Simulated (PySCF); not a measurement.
# FH8NSi3: the cost of one run

Programs: PySCF 2.14.0, with density-fitted response routines of our own. Each step states its level of theory. These are calculated values for one molecule in the gas phase, unless marked as measured. Atoms are numbered from 0 throughout.

## Step 1: The molecule as given

13 atoms, charge 0, multiplicity 1; geometry from: GFN2-xTB.

Bonds of the start (Å): F0–Si1 1.61, Si1–N2 1.73, N2–Si3 1.75, N2–Si4 1.75, Si1–H5 1.45, Si1–H6 1.45, Si3–H7 1.46, Si3–H8 1.46, Si3–H9 1.47, Si4–H10 1.46, Si4–H11 1.47, Si4–H12 1.46.

## Step 2: Excited states and response: B3LYP/def2-SVPD

Job settings and geometry (Å):

```
{"job": {"kind": "uv", "xc": "B3LYP", "basis": "def2-SVPD", "nstates": 8, "ntriplets": 3}, "charge": 0, "multiplicity": 1}
F     -1.325788     2.235785    -0.257450
Si    -1.016182     1.103740     0.847568
N      0.009108    -0.104041     0.152061
Si     1.731599     0.180990     0.061286
Si    -0.695048    -1.364203    -0.834049
H     -2.308792     0.536541     1.179503
H     -0.322923     1.798097     1.915275
H      2.116540     0.895474     1.277348
H      2.373248    -1.131219     0.005976
H      2.065399     0.967722    -1.129299
H     -1.983150    -1.712403    -0.236742
H     -0.871278    -0.905416    -2.214662
H      0.222878    -2.500583    -0.784545
```

With the program's defaults for keys left out, this is: TDDFT B3LYP/def2-SVPD, vertical, gas phase, core orbitals frozen in the response.

On the command line:

```console
$ OMP_NUM_THREADS=1 python probes_run.py task.json out
```

The driver reads the jobs from task.json and runs them one after another.

Q: Estimate the wall time and peak memory of this first job on 1 thread of Intel Xeon 6975P-C, shared host.

About 18 s, with a peak of 0.66 GiB.
